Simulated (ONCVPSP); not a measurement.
# Zinc: generating and testing an ONCV potential

Aim: build the potential from the settings below, then test how well it stands in for the atom: other configurations, scattering, ghost states and the plane-wave cutoff that it needs.

The numbers are computed with ONCVPSP 4.0.1 (PBE, fully relativistic, spin-unpolarised reference atom).

## Step 1: Settings

Typed settings, in words:

```json
{"element": "zinc (Zn, Z = 30)", "type": "optimised norm-conserving Vanderbilt (ONCV)", "frozen core": "[Ne]", "valence charge": "20", "reference configuration": "3s2 3p6 3d10 4s1.75 (charge +0.25)", "partial waves": "3s+4s: rc 1.25 bohr, ncon 4, nbas 8, qcut 7.8 1/bohr, 2 projectors; 3p: rc 1.10 bohr, ncon 5, nbas 9, qcut 10.5 1/bohr, 1 projector; 3d: rc 0.95 bohr, ncon 4, nbas 8, qcut 19.8 1/bohr, 2 projectors, debl 0.8 Ha", "local potential": "polynomial inside 0.75 bohr (lpopt 5, dvloc0 0 Ha)", "core correction": "Teter function, fcfact 1.5, rcfact 1.15"}
```

## Step 2: Generation

Zn.dat reads:

```
# ATOM AND REFERENCE CONFIGURATION
# atsym  z   nc   nv     iexc    psfile
  Zn 30.00    3    4        4      upf
#
#   n    l    f
    1    0    2.00
    2    0    2.00
    2    1    6.00
    3    0    2.00
    3    1    6.00
    3    2   10.00
    4    0    1.75
#
# PSEUDOPOTENTIAL AND OPTIMIZATION
# lmax
    2
#
#   l,   rc,      ep,       ncon, nbas, qcut
    0    1.25    0.00    4    8    7.80
    1    1.10    0.00    5    9   10.50
    2    0.95    0.00    4    8   19.80
#
# LOCAL POTENTIAL
# lloc, lpopt,  rc(5),   dvloc0
    4    5    0.75    0.00
#
# VANDERBILT-KLEINMAN-BYLANDER PROJECTORs
# l, nproj, debl
    0    2    3.70
    1    1    3.50
    2    2    0.80
#
# MODEL CORE CHARGE
# icmod, fcfact, rcfact
    3    1.50    1.15
#
# LOG DERIVATIVE ANALYSIS
# epsh1, epsh2, depsh
   -6.00    5.00    0.04
#
# OUTPUT GRID
# rlmax, drl
    6.00    0.01
#
# TEST CONFIGURATIONS
# ncnf
    4
# nvcnf
#   n    l    f
    4
    3    0    2.00
    3    1    6.00
    3    2   10.00
    4    0    2.00
#
    4
    3    0    2.00
    3    1    6.00
    3    2   10.00
    4    0    1.00
#
    4
    3    0    2.00
    3    1    6.00
    3    2   10.00
    4    0    0.00
#
    4
    3    0    2.00
    3    1    6.00
    3    2   10.00
    4    0    1.50
#
```

On the command line:

```console
$ oncvpspr.x < Zn.dat > Zn.out
```

Q: Predict the outcome of this session. Wanted: cutoffs for 1 and 0.1 mHa per electron, occupied waves; bound ghosts; GHOST(+) flags; largest test error; largest phase difference near zero energy, channels read; rms error of d²Exc/dn², without and with the model core.

**Answer**, as computed:

```
                                                quantity                           value
  cutoffs for 1 and 0.1 mHa per electron, occupied waves               129 Ha and 147 Ha
                                            bound ghosts                      none found
                                          GHOST(+) flags              none at low energy
                            largest test error (AE − PS)  +1.8 meV, for 3s2 3p6 3d10 4s0
largest phase difference near zero energy, channels read                       0.005 rad
 rms error of d²Exc/dn², without and with the model core               9.31 and 7.69 mHa
```

The worst unpolarised test, 3s2 3p6 3d10 4s0, is off by 1.8 meV on 26.6 eV; by total energies transferability rates as very good. It counts as very hard, with 129 Ha needed at the looser tolerance. At the looser tolerance the 3d wave is the slowest; 3p needs 47 Ha. The program's ghost test flags no bound state. Near zero energy the phases of the channels with partial waves agree within 0.005 rad. These are tests on the free atom; a crystal test is still owed.
